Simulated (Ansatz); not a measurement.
# TlCuO2: how the settings move a single-point run

Question: which choices in the input matter for TlCuO2? The cell is built on a prototype (ordering on zincblende) and needn't be the phase found in nature.

Computed with Ansatz 0.2.0 (reference: DFT, PBEsol, plane waves, PAW, unless a step's input says otherwise).

**1. Starting point**

It takes space group P-4m2 (No. 115, tetragonal). Conventional cell: a = 3.675 Å, b = 3.675 Å, c = 4.238 Å, α = 90.00°, β = 90.00°, γ = 90.00°. Cu (site symmetry -4m2) is surrounded by 4 O at 2.01 Å. O (site symmetry 2mm) is surrounded by 2 Cu at 2.01 Å and 2 Tl at 2.26 Å. Tl (site symmetry -4m2) has 4 O at 2.26 Å in its first shell of neighbours.

Structure file:

```
CELL_PARAMETERS angstrom
3.67502 0.00000 0.00000
0.00000 3.67502 0.00000
0.00000 0.00000 4.23809
ATOMIC_POSITIONS crystal
Cu 0.00000 0.00000 0.00000
O 0.00000 0.50000 0.19132
Tl 0.50000 0.50000 0.50000
O 0.50000 0.00000 0.80868
```

**2. Reference**

The input, input.yaml:

```yaml
crystal:
  lattice:
    - [3.6750162489, 0.0, 0.0]
    - [0.0, 3.6750162489, 0.0]
    - [0.0, 0.0, 4.2380925372]
  atoms:
    - { symbol: Cu, position: [0.0, 0.0, 0.0] }
    - { symbol: O, position: [0.0, 0.5, 0.1913245429] }
    - { symbol: Tl, position: [0.5, 0.5, 0.5] }
    - { symbol: O, position: [0.5, 0.0, 0.8086754571] }
kpoints:
  mp_grid: { grid: [6, 6, 4] }
hamiltonian:
  xc: pbesol
scf:
  occupations: { method: fermi_dirac, width: 0.02 }
  n_extra_bands: 5
output:
  forces: true
  stress: true
  eigenvalues: true
  write_density: true
  write_potential: true
  elf: true
  volumetric_format: npy
```

Started as:

```bash
> ansatz run input.yaml --threads 4 --pin off --max-ram 3686MiB --backend cpu --events-out ev --progress --plain --runs-dir out
```

**3. Changed: ecutwfc 250**

Edit input.yaml of step 2 so:

```diff
@@ -21,5 +21,3 @@
   eigenvalues: true
-  write_density: true
-  write_potential: true
-  elf: true
-  volumetric_format: npy
+basis:
+  ecutwfc: 250
```

**4. A further run, with the input changed**

Edit input.yaml of step 2 so:

```diff
@@ -15,3 +15,3 @@
 scf:
-  occupations: { method: fermi_dirac, width: 0.02 }
+  occupations: { method: fixed }
   n_extra_bands: 5
@@ -21,5 +21 @@
   eigenvalues: true
-  write_density: true
-  write_potential: true
-  elf: true
-  volumetric_format: npy
```

**6. Changing settings: ecutwfc 900**

Edit input.yaml of step 2 so:

```diff
@@ -21,5 +21,3 @@
   eigenvalues: true
-  write_density: true
-  write_potential: true
-  elf: true
-  volumetric_format: npy
+basis:
+  ecutwfc: 900
```

**7. Variant: xc_grid 3**

Edit input.yaml of step 2 so:

```diff
@@ -21,5 +21,3 @@
   eigenvalues: true
-  write_density: true
-  write_potential: true
-  elf: true
-  volumetric_format: npy
+basis:
+  xc_grid: 3
```

**8. Variant: occupations.method gaussian, occupations.width 0.5**

Edit input.yaml of step 2 so:

```diff
@@ -15,3 +15,3 @@
 scf:
-  occupations: { method: fermi_dirac, width: 0.02 }
+  occupations: { method: gaussian, width: 0.5 }
   n_extra_bands: 5
@@ -21,5 +21 @@
   eigenvalues: true
-  write_density: true
-  write_potential: true
-  elf: true
-  volumetric_format: npy
```

**9. The same system, input altered**

Edit input.yaml of step 2 so:

```diff
@@ -17,2 +17,4 @@
   n_extra_bands: 5
+  convergence: { dr2_threshold: 0.0001 }
+  max_iter: 97
 output:
@@ -21,5 +23 @@
   eigenvalues: true
-  write_density: true
-  write_potential: true
-  elf: true
-  volumetric_format: npy
```

(Steps that only read results are left out.)

**Question.** What will these runs give? Wanted: for each run, ending; energy change; pressure; gap; force.

The runs gave:

```csv
run,ending,energy change,pressure (GPa),gap (eV),force (eV/Å),cycles,time
reference,converged,0,-1.0,0.00,0.14,8,3.3 s
1: ecutwfc 250,converged,+1.65 eV/atom,-5.8,0.00,0.42,11,1.6 s
"2: occupations.method fixed, width left out",converged,+0.3 meV/atom (σ→0),-1.1,0.00,0.12,9,2.9 s
3: ecutwfc 900,converged,-5.2 meV/atom,-1.1,0.00,0.13,9,6.5 s
4: xc_grid 3,converged,0.0 meV/atom,-1.0,0.00,0.14,8,2.5 s
"5: occupations.method gaussian, occupations.width 0.5",converged,-0.3 meV/atom (σ→0),-0.5,0.00,0.20,9,2.4 s
6: dr2_threshold 0.0001,converged,0.0 meV/atom,-1.0,0.00,0.14,6,2.4 s
```

Times don't compare one to one where runs were asked for different outputs or read a saved state (see the inputs); cycles may leave out searches for a lower state.

Residual by cycle in the longest SCF loop of each run; runs are numbered as in the table. The quantity is the density residual dr2, in eV.

```csv
cycle,reference,run 1,run 2,run 3,run 4,run 5,run 6
1,0.233,1.29,0.236,0.229,0.233,0.459,0.233
2,0.879,8.81,0.214,0.927,0.879,0.0756,0.879
3,0.0156,0.0668,0.0875,0.0121,0.0156,0.105,0.0156
4,7.0e-5,0.00617,0.0151,4.6e-4,7.0e-5,0.0577,7.0e-5
5,9.1e-6,0.013,4.1e-4,8.6e-5,9.1e-6,0.00558,9.1e-6
6,1.3e-5,0.0212,1.5e-4,1.3e-6,1.3e-5,2.0e-4,1.3e-5
7,1.3e-6,0.00241,8.9e-6,1.2e-7,1.5e-6,6.2e-6,-
8,6.2e-8,1.2e-4,7.8e-7,1.1e-7,7.7e-8,1.3e-6,-
9,-,8.8e-7,4.8e-8,3.8e-8,-,2.6e-9,-
10,-,4.5e-8,-,-,-,-,-
11,-,2.4e-9,-,-,-,-,-
```

Run 2 forced a fixed filling on bands that overlap, as the log warns, so it is not on the ground state. Run 1 ran under the cutoff that the potentials recommend, as the log warns, so basis error is mixed into its values, and swamps them where the cutoff is far short. Of the variants the dearest is «ecutwfc 900» (6.5 s), the cheapest «ecutwfc 250» (1.6 s), on a shared host.
